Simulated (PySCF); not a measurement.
# GaBr₄−: NMR shifts and electronic excitations in gas and solvents

Aim: compute the NMR shifts and electronic excitations of GaBr₄− (`[Br][Ga-]([Br])([Br])[Br]`), and see what a dielectric continuum does where one was used.

The runs use PySCF 2.14.0, with density-fitted response routines of our own; the level of theory stands in each step. All values are computed, except where a source is named. Atoms count from 0, in the outputs and in this text.

### 1 Starting geometry

5 atoms, charge -1, multiplicity 1; geometry from: GFN2-xTB.

Bonds of the start (Å): Br0–Ga1 2.37, Ga1–Br2 2.37, Ga1–Br3 2.37, Ga1–Br4 2.37.

### 2 Relaxing the molecule at PBE0-D3(BJ)/def2-SVP

What the job is given:

```
{"job": {"xc": "PBE0", "basis": "def2-SVP", "d3": "d3bj", "grid": 1, "kind": "geom"}, "charge": -1, "multiplicity": 1}
Br     0.368312    -1.780697    -1.520385
Ga     0.001472     0.000765    -0.003019
Br    -0.710553     1.918927    -1.195233
Br     2.015157     0.487581     1.144126
Br    -1.665767    -0.623723     1.557325
```

On the command line:

```console
$ OMP_NUM_THREADS=1 python probes_run.py task.json out
```

One launch serves the whole session: the jobs run in the order shown.

Output:

```text
step   0  E = -12218.89866901  max force = 0.002930
step   1  E = -12218.89784025  max force = 0.003591
step   2  E = -12218.89843947  max force = 0.002641
step   3  E = -12218.89868428  max force = 0.001027
step   4  E = -12218.89871127  max force = 0.000658
step   5  E = -12218.89871455  max force = 0.000583
step   6  E = -12218.89871509  max force = 0.000494
step   7  E = -12218.89871535  max force = 0.000474
optimisation converged
```

Run time: 13 min. Hardware: 1 thread of Intel Xeon at 2.50GHz, shared host; peak memory 0.98 GiB.

Step by step: (the energy doesn't fall at every step)

| step | energy from step 0 (eV) | largest force component (eV/Å) |
| --- | --- | --- |
| 0 | 0.0000 | 0.1507 |
| 1 | 0.0226 | 0.1847 |
| 2 | 0.0062 | 0.1358 |
| 3 | -0.0004 | 0.0528 |
| 4 | -0.0011 | 0.0338 |
| 5 | -0.0012 | 0.0300 |
| 6 | -0.0013 | 0.0254 |
| 7 | -0.0013 | 0.0244 |

Close pairs (by a distance rule), those that changed most:

| bond | before (Å) | after (Å) | change (Å) |
| --- | --- | --- | --- |
| Br0–Ga1 | 2.369 | 2.359 | -0.010 |
| Ga1–Br4 | 2.367 | 2.359 | -0.008 |
| Ga1–Br3 | 2.368 | 2.361 | -0.007 |
| Ga1–Br2 | 2.368 | 2.361 | -0.007 |

The final coordinates are the input of the step that follows.

| at the end point | value |
| --- | --- |
| point group (found at 0.08 Å tolerance) | Td |
| rotational constants (GHz, main isotopes) | 0.433, 0.431, 0.430 |

### 3 Nuclear shieldings: PBE0/pcSseg-1 in acetone

What the job is given:

```
{"job": {"kind": "nmr", "xc": "PBE0", "basis": "pcSseg-1", "solvent": "acetone", "pop": true}, "charge": -1, "multiplicity": 1}
Br    -0.410059    -0.612423     2.236213
Ga     0.003046    -0.002305    -0.004576
Br    -0.807738     2.182285    -0.385933
Br    -1.111949    -1.512405    -1.436096
Br     2.324195    -0.062113    -0.422718
```

With the program's defaults for keys left out, this is: GIAO PBE0/pcSseg-1 NMR shielding, non-relativistic, IEF-PCM acetone.

Output:

```text
coarse grid: 36744 points
cycle   1  E = -12219.0330175446  dE = -5.235e+00  |g| = 1.653e+00  |ddm| = 2.934e+00
cycle   2  E = -12218.9882221558  dE =  4.480e-02  |g| = 1.322e+00  |ddm| = 1.324e+00
cycle   3  E = -12219.1370842082  dE = -1.489e-01  |g| = 4.351e-01  |ddm| = 1.023e+00
cycle   4  E = -12219.1569705857  dE = -1.989e-02  |g| = 5.758e-02  |ddm| = 2.632e-01
cycle   5  E = -12219.1571509281  dE = -1.803e-04  |g| = 8.671e-03  |ddm| = 3.604e-02
cycle   6  E = -12219.1571606870  dE = -9.759e-06  |g| = 1.457e-03  |ddm| = 1.162e-02
final grid: 65592 points
cycle   7  E = -12219.1571606788  dE =  2.800e-08  |g| = 1.976e-03  |ddm| = 3.972e-03
cycle   8  E = -12219.1571602826  dE =  3.962e-07  |g| = 2.752e-03  |ddm| = 3.970e-03
cycle   9  E = -12219.1571612457  dE = -9.632e-07  |g| = 2.636e-04  |ddm| = 2.045e-03
cycle  10  E = -12219.1571612517  dE = -5.955e-09  |g| = 2.979e-05  |ddm| = 1.758e-04
cycle  11  E = -12219.1571612519  dE = -2.074e-10  |g| = 2.050e-06  |ddm| = 3.517e-05
converged SCF energy = -12219.1571612519

GIAO shielding tensors (ppm)
atom      isotropic    diamagn.    paramagn.     s11        s22        s33       span
  0 Br    2504.582    3125.764    -621.182   2306.328   2309.245   2898.172    591.845
  1 Ga    1422.062    2633.726   -1211.664   1420.446   1421.380   1424.359      3.913
  2 Br    2504.868    3125.744    -620.876   2306.125   2309.006   2899.473    593.349
  3 Br    2505.392    3125.739    -620.347   2306.602   2309.958   2899.616    593.014
  4 Br    2506.564    3125.735    -619.170   2308.413   2311.548   2899.732    591.318
```

Wall time 3 min (1 thread of Intel Xeon at 2.50GHz, shared host); peak memory 1.1 GiB.

Shifts follow as δ = σ(reference) − σ, with reference shieldings (ppm) from runs at the same level and on the same kind of geometry: 71Ga GaH4- 1694. The references are single molecules in the same continuum. Shifts against hydride references such as AlH4− lie on their own scale. Atoms listed in one row are averaged.

| atoms | environment | σ (ppm) | δ (ppm) |
| --- | --- | --- | --- |
| Br0, Br2, Br3, Br4 | bromine bonded to Ga | 2505 | – |
| Ga1 | Ga bonded to 4 Br | 1422 | 272 |

The run also stored atomic charges by several schemes (e):

| atoms | Mulliken | IAO | Hirshfeld | ESP fit |
| --- | --- | --- | --- | --- |
| Br0, Br2, Br3, Br4 | -0.53 | -0.36 | -0.31 | -0.28 |
| Ga1 | 1.14 | 0.44 | 0.24 | 0.13 |

Mayer bond orders: Br0–Ga1 0.72, Ga1–Br2 0.72, Ga1–Br3 0.72, Ga1–Br4 0.72.

### 4 NMR shieldings: PBE0/pcSseg-1 in chloroform

What the job is given:

```
{"job": {"kind": "nmr", "xc": "PBE0", "basis": "pcSseg-1", "solvent": "chloroform", "pop": false}, "charge": -1, "multiplicity": 1}
Br    -0.410059    -0.612423     2.236213
Ga     0.003046    -0.002305    -0.004576
Br    -0.807738     2.182285    -0.385933
Br    -1.111949    -1.512405    -1.436096
Br     2.324195    -0.062113    -0.422718
```

Level: GIAO PBE0/pcSseg-1 NMR shielding, non-relativistic, IEF-PCM chloroform.

Output:

```text
coarse grid: 36744 points
cycle   1  E = -12219.0217628955  dE = -5.224e+00  |g| = 1.653e+00  |ddm| = 2.933e+00
cycle   2  E = -12218.9741705548  dE =  4.759e-02  |g| = 1.324e+00  |ddm| = 1.319e+00
cycle   3  E = -12219.1232702326  dE = -1.491e-01  |g| = 4.420e-01  |ddm| = 1.035e+00
cycle   4  E = -12219.1448847706  dE = -2.161e-02  |g| = 5.977e-02  |ddm| = 2.817e-01
cycle   5  E = -12219.1451175900  dE = -2.328e-04  |g| = 9.505e-03  |ddm| = 4.140e-02
cycle   6  E = -12219.1451313408  dE = -1.375e-05  |g| = 1.623e-03  |ddm| = 1.298e-02
cycle   7  E = -12219.1451320520  dE = -7.111e-07  |g| = 2.600e-04  |ddm| = 2.549e-03
final grid: 65592 points
cycle   8  E = -12219.1451320737  dE = -4.350e-08  |g| = 3.757e-04  |ddm| = 8.549e-04
cycle   9  E = -12219.1451320433  dE =  3.036e-08  |g| = 5.805e-04  |ddm| = 9.051e-04
cycle  10  E = -12219.1451321083  dE = -6.498e-08  |g| = 4.818e-05  |ddm| = 4.852e-04
cycle  11  E = -12219.1451321088  dE = -4.820e-10  |g| = 4.209e-06  |ddm| = 4.455e-05
converged SCF energy = -12219.1451321088

GIAO shielding tensors (ppm)
atom      isotropic    diamagn.    paramagn.     s11        s22        s33       span
  0 Br    2504.820    3125.821    -621.001   2306.421   2309.328   2898.712    592.290
  1 Ga    1423.020    2633.669   -1210.649   1421.477   1422.357   1425.226      3.749
  2 Br    2505.018    3125.801    -620.783   2306.064   2309.018   2899.973    593.909
  3 Br    2505.698    3125.795    -620.097   2306.851   2310.137   2900.106    593.254
  4 Br    2506.947    3125.793    -618.846   2308.729   2311.854   2900.258    591.530
```

Wall time 2.5 min (1 thread of Intel Xeon at 2.50GHz, shared host); peak memory 1.1 GiB.

Key values: σ Br0 2506, Ga1 1423 ppm (means over like atoms).

### 5 Excited states and response: B3LYP/def2-SVPD

What the job is given:

```
{"job": {"kind": "uv", "xc": "B3LYP", "basis": "def2-SVPD", "dynamic": true, "nstates": 6, "ntriplets": 0}, "charge": -1, "multiplicity": 1}
Br    -0.410059    -0.612423     2.236213
Ga     0.003046    -0.002305    -0.004576
Br    -0.807738     2.182285    -0.385933
Br    -1.111949    -1.512405    -1.436096
Br     2.324195    -0.062113    -0.422718
```

Method: TDDFT B3LYP/def2-SVPD, vertical, gas phase, core orbitals frozen in the response.

Output:

```text
coarse grid: 36744 points
cycle   1  E = -12220.4333501696  dE = -4.560e+00  |g| = 6.428e-01  |ddm| = 3.076e+00
cycle   2  E = -12220.3837912063  dE =  4.956e-02  |g| = 8.682e-01  |ddm| = 1.610e+00
cycle   3  E = -12220.4997948901  dE = -1.160e-01  |g| = 1.100e-01  |ddm| = 9.529e-01
cycle   4  E = -12220.5024356974  dE = -2.641e-03  |g| = 3.097e-02  |ddm| = 1.535e-01
cycle   5  E = -12220.5027359351  dE = -3.002e-04  |g| = 4.533e-03  |ddm| = 4.353e-02
cycle   6  E = -12220.5027429641  dE = -7.029e-06  |g| = 8.384e-04  |ddm| = 7.073e-03
final grid: 65592 points
cycle   7  E = -12220.5027370155  dE = -4.075e-08  |g| = 9.511e-04  |ddm| = 2.844e-03
cycle   8  E = -12220.5027368840  dE =  1.315e-07  |g| = 1.204e-03  |ddm| = 2.637e-03
cycle   9  E = -12220.5027371732  dE = -2.892e-07  |g| = 2.199e-04  |ddm| = 1.553e-03
cycle  10  E = -12220.5027371816  dE = -8.416e-09  |g| = 1.018e-05  |ddm| = 2.095e-04
cycle  11  E = -12220.5027371816  dE = -5.093e-11  |g| = 3.309e-06  |ddm| = 1.816e-05
converged SCF energy = -12220.5027371816

Static polarisability (au): isotropic 133.196, principal 133.021 133.179 133.389

Singlet excitations
state   eV       nm        f      main configurations
  1   4.9528    250.3   0.00000   H->L 0.98
  2   4.9574    250.1   0.00001   H-1->L 0.98
  3   4.9607    249.9   0.00003   H-2->L 0.98
  4   5.4288    228.4   0.12903   H-3->L 0.95
  5   5.4319    228.3   0.13031   H-4->L 0.95
  6   5.4360    228.1   0.13022   H-5->L 0.96
```

Run time: 3.9 min. Hardware: 1 thread of Intel Xeon at 2.50GHz, shared host; peak memory 0.86 GiB.

The orbitals next to the gap, with their largest atomic shares:

| orbital | eV | atoms |
| --- | --- | --- |
| HOMO−3 | -4.24 | Br4 26 %, Br2 26 %, Br3 22 % |
| HOMO−2 | -3.89 | Br3 37 %, Br4 36 %, Br0 14 % |
| HOMO−1 | -3.88 | Br4 36 %, Br2 32 %, Br0 28 % |
| HOMO | -3.88 | Br3 34 %, Br0 34 %, Br2 31 % |
| LUMO | 1.96 | Ga1 30 %, Br4 18 %, Br3 18 % |
| LUMO+1 | 3.24 | Ga1 44 %, Br4 14 %, Br3 14 % |
| LUMO+2 | 3.46 | Br4 58 %, Br3 17 %, Br0 11 % |

With each of the 6 states as a Gaussian band of 0.4 eV half-width at 1/e, the curve within the window shown has maxima at 228 nm (ε 16,000) L/(mol cm). Beyond the last state computed it falls off for lack of states. The curve at chosen wavelengths:

```json
{"nm": "216", "ε (L/mol/cm)": "8861"}
{"nm": "219", "ε (L/mol/cm)": "11487"}
{"nm": "221", "ε (L/mol/cm)": "13052"}
{"nm": "224", "ε (L/mol/cm)": "14835"}
{"nm": "227", "ε (L/mol/cm)": "15706"}
{"nm": "230", "ε (L/mol/cm)": "15573"}
{"nm": "232", "ε (L/mol/cm)": "14968"}
{"nm": "235", "ε (L/mol/cm)": "13449"}
{"nm": "238", "ε (L/mol/cm)": "11459"}
{"nm": "240", "ε (L/mol/cm)": "10020"}
{"nm": "243", "ε (L/mol/cm)": "7883"}
{"nm": "246", "ε (L/mol/cm)": "5941"}
{"nm": "249", "ε (L/mol/cm)": "4303"}
{"nm": "251", "ε (L/mol/cm)": "3400"}
{"nm": "254", "ε (L/mol/cm)": "2320"}
{"nm": "257", "ε (L/mol/cm)": "1534"}
{"nm": "260", "ε (L/mol/cm)": "985"}
{"nm": "262", "ε (L/mol/cm)": "722"}
{"nm": "265", "ε (L/mol/cm)": "443"}
{"nm": "268", "ε (L/mol/cm)": "266"}
{"nm": "270", "ε (L/mol/cm)": "187"}
{"nm": "273", "ε (L/mol/cm)": "108"}
{"nm": "276", "ε (L/mol/cm)": "62"}
{"nm": "279", "ε (L/mol/cm)": "34"}
{"nm": "281", "ε (L/mol/cm)": "23"}
{"nm": "284", "ε (L/mol/cm)": "13"}
```

Leading natural transition orbitals of singlet state 5: the hole lies on Br0, Br3, Br4 about 28 % each; Br2 13 %; the particle on Ga1 30 %; Br0, Br3, Br4 about 18 % each; Br2 15 %.

Leading natural transition orbitals of singlet state 1: the hole lies on Br0, Br2, Br3 about 33 % each; the particle on Ga1 30 %; Br0, Br2, Br3 about 18 % each; Br4 16 %.

Ground-state properties from the same run:

| property | computed |
| --- | --- |
| polarisability (Å³) | 19.74 |
| HOMO–LUMO gap (eV) | 5.84 |
| −ε(HOMO) (eV) | 3.88 |
| C6 with itself (au) | 5431 |

The fields below are evaluated on a grid from the run's orbitals.

Frontier orbitals at B3LYP/def2-SVPD, with the share of their density that lies nearest to each atom:

| orbital | energy (eV) | lies on |
| --- | --- | --- |
| HOMO | -3.88 | Br0, Br2, Br3 about 33 % each |
| LUMO | 1.96 | Ga1 28 %; 4 Br atoms about 18 % each |

ELF in a plane through or near 1 of the atoms.

Ten even steps from '0' (0.00) to '9' (0.86):
```
0000000000000000000000000000
0000000000000000000000000000
0000000001122222100000000000
0000000023455555420000000000
0000000246789988642000000000
0000000367899998753000000000
0000000257899987631000000000
0000000145677653200000000000
0000000000110000000000000000
0000000000000122333310000000
0000000000035788998753000000
0000000000268942379975200000
0000000001489753528975200000
0000000001489934469975200000
0000000000368999998742000000
0000000000146788876520000000
0000000000001234332100000000
0000000000000000000000000000
0000000000000000000000000000
0000000000000000000000000000
```
The map spans 9.2 Å across and 9.6 Å up, centred on the molecule. Atoms in the plane (x, y in Å): Br0 (0.6, -1.3).

On the surface of density 0.002 e/bohr³ the electrostatic potential runs, from the 1st to the 99th percentile, from -4.14 V near Br0 to -3.17 V near Ga1.

### 6 TDDFT and polarisability: B3LYP/def2-SVPD in acetone

What the job is given:

```
{"job": {"kind": "uv", "xc": "B3LYP", "basis": "def2-SVPD", "solvent": "acetone", "nstates": 6, "ntriplets": 0}, "charge": -1, "multiplicity": 1}
Br    -0.410059    -0.612423     2.236213
Ga     0.003046    -0.002305    -0.004576
Br    -0.807738     2.182285    -0.385933
Br    -1.111949    -1.512405    -1.436096
Br     2.324195    -0.062113    -0.422718
```

Level: TDDFT B3LYP/def2-SVPD, vertical, IEF-PCM acetone (non-equilibrium linear response), core orbitals frozen in the response.

Output:

```text
coarse grid: 36744 points
cycle   1  E = -12220.4964999050  dE = -4.622e+00  |g| = 6.497e-01  |ddm| = 3.078e+00
cycle   2  E = -12220.4462042384  dE =  5.030e-02  |g| = 8.733e-01  |ddm| = 1.652e+00
cycle   3  E = -12220.5664766683  dE = -1.203e-01  |g| = 7.972e-02  |ddm| = 9.746e-01
cycle   4  E = -12220.5673945733  dE = -9.179e-04  |g| = 8.535e-03  |ddm| = 9.436e-02
cycle   5  E = -12220.5674122980  dE = -1.772e-05  |g| = 4.509e-03  |ddm| = 1.896e-02
cycle   6  E = -12220.5674189588  dE = -6.661e-06  |g| = 2.658e-04  |ddm| = 7.168e-03
final grid: 65592 points
cycle   7  E = -12220.5674132684  dE = -6.725e-08  |g| = 3.283e-04  |ddm| = 1.856e-03
cycle   8  E = -12220.5674132472  dE =  2.120e-08  |g| = 4.696e-04  |ddm| = 1.082e-03
cycle   9  E = -12220.5674132943  dE = -4.705e-08  |g| = 5.142e-05  |ddm| = 5.891e-04
cycle  10  E = -12220.5674132945  dE = -2.619e-10  |g| = 3.832e-06  |ddm| = 3.436e-05
converged SCF energy = -12220.5674132945

Static polarisability (au): isotropic 185.679, principal 185.480 185.635 185.923

Singlet excitations
state   eV       nm        f      main configurations
  1   5.1341    241.5   0.00000   H->L 0.99
  2   5.1374    241.3   0.00000   H-1->L 0.99
  3   5.1400    241.2   0.00002   H-2->L 0.99
  4   5.5869    221.9   0.14920   H-3->L 0.95
  5   5.5899    221.8   0.15073   H-4->L 0.95
  6   5.5952    221.6   0.15100   H-5->L 0.97
```

Wall time 1.9 min (1 thread of Intel Xeon at 2.50GHz, shared host); peak memory 0.97 GiB.

In short: HOMO -7.43 eV, LUMO -1.36 eV; lowest singlet 5.13 eV.

### 7 Ultraviolet spectrum: B3LYP/def2-SVPD in chloroform

What the job is given:

```
{"job": {"kind": "uv", "xc": "B3LYP", "basis": "def2-SVPD", "solvent": "chloroform", "nstates": 6, "ntriplets": 0}, "charge": -1, "multiplicity": 1}
Br    -0.410059    -0.612423     2.236213
Ga     0.003046    -0.002305    -0.004576
Br    -0.807738     2.182285    -0.385933
Br    -1.111949    -1.512405    -1.436096
Br     2.324195    -0.062113    -0.422718
```

Method: TDDFT B3LYP/def2-SVPD, vertical, IEF-PCM chloroform (non-equilibrium linear response), core orbitals frozen in the response.

Output:

```text
coarse grid: 36744 points
cycle   1  E = -12220.4854977984  dE = -4.611e+00  |g| = 6.483e-01  |ddm| = 3.077e+00
cycle   2  E = -12220.4335860655  dE =  5.191e-02  |g| = 8.751e-01  |ddm| = 1.644e+00
cycle   3  E = -12220.5545946669  dE = -1.210e-01  |g| = 8.539e-02  |ddm| = 9.748e-01
cycle   4  E = -12220.5558174676  dE = -1.223e-03  |g| = 1.335e-02  |ddm| = 1.090e-01
cycle   5  E = -12220.5558692715  dE = -5.180e-05  |g| = 4.835e-03  |ddm| = 2.542e-02
cycle   6  E = -12220.5558772435  dE = -7.972e-06  |g| = 4.126e-04  |ddm| = 7.545e-03
final grid: 65592 points
cycle   7  E = -12220.5558714961  dE = -6.284e-08  |g| = 4.775e-04  |ddm| = 2.027e-03
cycle   8  E = -12220.5558714611  dE =  3.499e-08  |g| = 6.299e-04  |ddm| = 1.437e-03
cycle   9  E = -12220.5558715428  dE = -8.165e-08  |g| = 9.003e-05  |ddm| = 8.123e-04
cycle  10  E = -12220.5558715436  dE = -8.640e-10  |g| = 4.901e-06  |ddm| = 6.383e-05
converged SCF energy = -12220.5558715436

Static polarisability (au): isotropic 168.921, principal 168.745 168.885 169.132

Singlet excitations
state   eV       nm        f      main configurations
  1   5.0956    243.3   0.00000   H->L 0.99
  2   5.0987    243.2   0.00000   H-1->L 0.99
  3   5.1020    243.0   0.00002   H-2->L 0.99
  4   5.5464    223.5   0.16087   H-3->L 0.96
  5   5.5494    223.4   0.16250   H-4->L 0.96
  6   5.5542    223.2   0.16262   H-5->L 0.97
```

It took 2.5 min on 1 thread of Intel Xeon at 2.50GHz, shared host; peak memory 1.1 GiB.

This run: HOMO -6.80 eV, LUMO -0.78 eV; lowest singlet 5.10 eV.

### 8 Side by side: NMR shifts

Isotropic shieldings (ppm), means over like atoms, with basis size and wall time:

| run | Br0 | Ga1 | functions | time |
| --- | --- | --- | --- | --- |
| PBE0/pcSseg-1 in acetone | 2505 | 1422 | 205 | 3 min |
| PBE0/pcSseg-1 in chloroform | 2506 | 1423 | 205 | 2.5 min |

The continuum's effect on the ground state:

| solvent | ε | polarisation energy (Eh) |
| --- | --- | --- |
| chloroform | 4.71 | -0.0560 |
| acetone | 20.49 | -0.0682 |

### 9 Side by side: electronic excitations

Excitations and ground-state properties, with basis size and wall time:

| run | lowest singlet (eV) | brightest (eV) | f | gap (eV) | α (Å³) | functions | time |
| --- | --- | --- | --- | --- | --- | --- | --- |
| B3LYP/def2-SVPD | 4.95 | 5.43 | 0.130 | 5.84 | 19.74 | 202 | 3.9 min |
| B3LYP/def2-SVPD in acetone | 5.13 | 5.60 | 0.151 | 6.07 | 27.51 | 202 | 1.9 min |
| B3LYP/def2-SVPD in chloroform | 5.10 | 5.55 | 0.163 | 6.02 | 25.03 | 202 | 2.5 min |

The continuum's effect on the ground state:

| solvent | ε | polarisation energy (Eh) |
| --- | --- | --- |
| chloroform | 4.71 | -0.0535 |
| acetone | 20.49 | -0.0653 |

### 10 Outcome

| quantity | value |
| --- | --- |
| rotational constants (main isotopes) | 0.43, 0.43, 0.43 GHz |
| 71Ga shifts against GaH4- (PBE0/pcSseg-1, acetone) | 272 ppm |
| shieldings of Br (PBE0/pcSseg-1, acetone, a mean where the table joins atoms) | Br0 2505.4 ppm |
| lowest singlet (B3LYP/def2-SVPD) | 4.95 eV (250 nm), f = 0.000 |
| brightest single state of those computed | state 5, 5.43 eV, f = 0.130 |
| range of the shielding of Ga1 | 1422 to 1423 ppm |
| range of the lowest singlet | 4.95 to 5.13 eV |

With PBE0/def2-SVP, its start was all but relaxed already: 7 steps gained 1.3 meV. At PBE0/pcSseg-1: The widest tensor belongs to Br0, Br2, Br3, Br4: span 592 ppm, with a paramagnetic part of -620 ppm. The lowest singlet, at 4.95 eV, is HOMO→LUMO 0.98 and is dark; of the 6 states computed, the strongest absorption comes from states 4 to 6 together at 5.43 eV (the last computed, so partners may be missing). The lowest singlet lies above −ε(HOMO); no detachment energy was computed, so the anion's states may not be bound. In ppm, Ga1 moves most: its shielding spreads over 1 ppm, from 1422 (PBE0/pcSseg-1 in acetone) to 1423 (PBE0/pcSseg-1 in chloroform). The continuum holds electrostatics alone: no hydrogen bonds to the solvent, and the gas-phase geometry is kept. The lowest singlet runs from 4.95 eV (B3LYP/def2-SVPD) to 5.13 eV (B3LYP/def2-SVPD in acetone), while the orbital gap spans 5.84 to 6.07 eV. The lowest state need not be the same one in every run. Spin-orbit coupling is left out, which matters for shieldings and couplings at and beside the heavy atoms.
